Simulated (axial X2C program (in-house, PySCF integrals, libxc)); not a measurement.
**A two-component session on TaC: properties at the nuclei**

Aim: properties at the nuclei of TaC, with spin–orbit coupling in the Hamiltonian from the start.

Method: two-component X2C with atomic mean-field terms, Ta dyall-cv3z, C dyall-v3z; program: an in-house X2C program for linear molecules on PySCF integrals.

All values are calculated.

## Step 1: The job

task.json

```json
{
 "zs": [
  73,
  6
 ],
 "q": 0,
 "bas": [
  "dyall-cv3z",
  "dyall-v3z"
 ],
 "r0": 1.93,
 "levels": [
  "PBE0",
  "HF",
  "TPSSh",
  "PBE",
  "PBE50"
 ],
 "nst": 3
}
```

Keys: zs atomic numbers; q charge; bas basis sets; r0 starting distance in Å; levels methods (HF also brings MP2); nst determinants followed.

Started as:

```sh
> python soeom.py task.json out
```

The runs that follow: Expectation values, lowest determinant; Expectation values, a higher determinant; Expectation values, a higher determinant.

Before running it: what results should come out? Wanted: lowest determinant; Eeff magnitude; Ws magnitude Ta; A∥/gI Ta; qzz Ta; higher determinant (for each run or level that gives them).

**Answer**, as computed:

```
                                        quantity                                                  value
                              lowest determinant                Ω = 1/2 (excess of +ω over −ω: ω = 1/2)
                    Eeff magnitude (GV/cm), PBE0                                                  0.084
                     Ws magnitude Ta (kHz), PBE0                                                      1
                            A∥/gI Ta (MHz), PBE0                                                   3490
                             qzz Ta (a.u.), PBE0                                                  -9.65
                              higher determinant  Ω = 1/2 (excess of +ω over −ω: 2 × ω = -1/2, ω = 3/2)
Eeff magnitude (GV/cm), PBE0, higher determinant                                                   28.1
 Ws magnitude Ta (kHz), PBE0, higher determinant                                                   49.5
        A∥/gI Ta (MHz), PBE0, higher determinant                                                 -11000
         qzz Ta (a.u.), PBE0, higher determinant                                                  -3.91
                              higher determinant                Ω = 3/2 (excess of +ω over −ω: ω = 3/2)
Eeff magnitude (GV/cm), PBE0, higher determinant                                                   36.2
 Ws magnitude Ta (kHz), PBE0, higher determinant                                                   22.6
        A∥/gI Ta (MHz), PBE0, higher determinant                                                  -1890
         qzz Ta (a.u.), PBE0, higher determinant                                                  -4.15
```

**Reading.** In the first state, the effective field runs from 0.084 to 48.8 GV/cm over the mean-field levels, so the levels don't agree on it. The expectation values come from single determinants, which for open shells can mix terms of unlike spin or miss the lowest Ω, so a determinant need not be a state. Eeff is the effective electric field on the electron dipole moment in this Ω state and Ws the scalar–pseudoscalar constant (defined with the proton number Z and per Ω); A∥ is the parallel hyperfine constant, which follows by multiplying with the nuclear g factor gI = μI/(I μN); qzz is the electric field gradient, eQq0 = 234.96 MHz × Q/barn × qzz; μ is positive if C is the positive end. The operators were transformed with the bare-nucleus X2C matrices. A second determinant lies within 0.1 eV of the first, so their order is not settled at this level.
